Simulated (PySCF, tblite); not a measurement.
# C₇H₁₃FOSi: geometry, infrared bands and NMR shifts

Wanted: the infrared bands and NMR shifts of C₇H₁₃FOSi (`CC(C)[C@@H]1C[C@]1([SiH3])C(=O)F`), by calculation.

Programs: tblite 0.8.0 and PySCF 2.14.0, with density-fitted response routines of our own. Each step states its level of theory. These are calculated values for one molecule in the gas phase, unless marked as measured. Atoms count from 0, in the outputs and in this text.

### 1 The molecule as given

23 atoms, charge 0, multiplicity 1; geometry from: force field or distance geometry start.

Bonds of the start (Å): C0–C1 1.54, C1–C2 1.53, C1–C3 1.51, C3–C4 1.51, C4–C5 1.52, C5–Si6 1.88, C5–C7 1.47, C7–O8 1.23, C7–F9 1.34, C5–C3 1.53, C0–H10 1.09, C0–H11 1.09, C0–H12 1.10, C1–H13 1.10, C2–H14 1.11, C2–H15 1.08, C2–H16 1.09, C3–H17 1.08, C4–H18 1.09, C4–H19 1.09, Si6–H20 1.48, Si6–H21 1.49, Si6–H22 1.48.

### 2 Relaxing the molecule with GFN2-xTB

The job: settings as JSON, then the geometry in Å.

```
{"job": {"kind": "relax", "xc": "GFN2-xTB", "basis": "xTB"}, "charge": 0, "multiplicity": 1}
C      1.821200    -1.297600     0.425600
C      1.210400     0.105900     0.595700
C      2.316700     1.158300     0.458300
C      0.114200     0.342900    -0.411800
C     -0.906500     1.420400    -0.155600
C     -1.338800    -0.032600    -0.118700
Si    -2.380700    -0.681000    -1.543400
C     -1.762500    -0.619900     1.164900
O     -1.508600    -1.774100     1.498100
F     -2.483100     0.131800     2.010900
H      2.251100    -1.415500    -0.571000
H      2.590500    -1.485800     1.171600
H      1.041400    -2.066900     0.549600
H      0.819700     0.175400     1.621500
H      1.896200     2.175100     0.611600
H      2.749400     1.137900    -0.533900
H      3.107600     1.009600     1.190600
H      0.488000     0.233500    -1.420000
H     -1.179600     2.049900    -1.002200
H     -0.853700     1.978300     0.776400
H     -2.136800    -2.119600    -1.777000
H     -3.822200    -0.460400    -1.254800
H     -2.038800     0.061500    -2.772500
```

Launch:

```console
$ OMP_NUM_THREADS=1 python probes_run.py task.json out
```

This one command runs all jobs of the session in turn.

**Question.** This job is followed by: GFN2-xTB harmonic vibrations, gas phase; GIAO PBE0/pcSseg-1 NMR shielding, non-relativistic, gas phase. What will the session give for the following? strongest single infrared mode (GFN2-xTB); zero-point energy (GFN2-xTB); ¹³C shifts against TMS (PBE0/pcSseg-1); ¹H shifts against TMS (PBE0/pcSseg-1, means over atoms taken as alike); ²⁹Si shifts against TMS (PBE0/pcSseg-1); ¹⁷O shifts against H2O (PBE0/pcSseg-1); ¹⁹F shifts against CFCl3 (PBE0/pcSseg-1).

**Answer**, as computed:

| quantity | value |
| --- | --- |
| strongest single infrared mode (GFN2-xTB) | 1802 cm⁻¹, 504 km/mol |
| zero-point energy (GFN2-xTB) | 112.7 kcal/mol |
| ¹³C shifts against TMS (PBE0/pcSseg-1) | 176.6, 41.0, 33.3, 24.5, 24.4, 23.3, 13.6 ppm |
| ¹H shifts against TMS (PBE0/pcSseg-1, means over atoms taken as alike) | 4.02, 1.59, 1.58, 1.16, 1.14, 1.12, 1.06 ppm |
| ²⁹Si shifts against TMS (PBE0/pcSseg-1) | -56.0 ppm |
| ¹⁷O shifts against H2O (PBE0/pcSseg-1) | 462.4 ppm |
| ¹⁹F shifts against CFCl3 (PBE0/pcSseg-1) | 37.4 ppm |

Over 138 steps the energy fell by 0.308 eV; of the close pairs, C7–O8 changed most, 1.228 to 1.190 Å. No mode is imaginary among the 63: a minimum at this level. The strongest single mode, at 1802 cm⁻¹, moves mainly C7 and O8. GFN2-xTB is a fitted tight-binding method: band positions and strengths are rough. Its intensities can rank the bands wrongly. At PBE0/pcSseg-1: The largest span, 675 ppm, is at O8, where the paramagnetic term is -528 ppm.
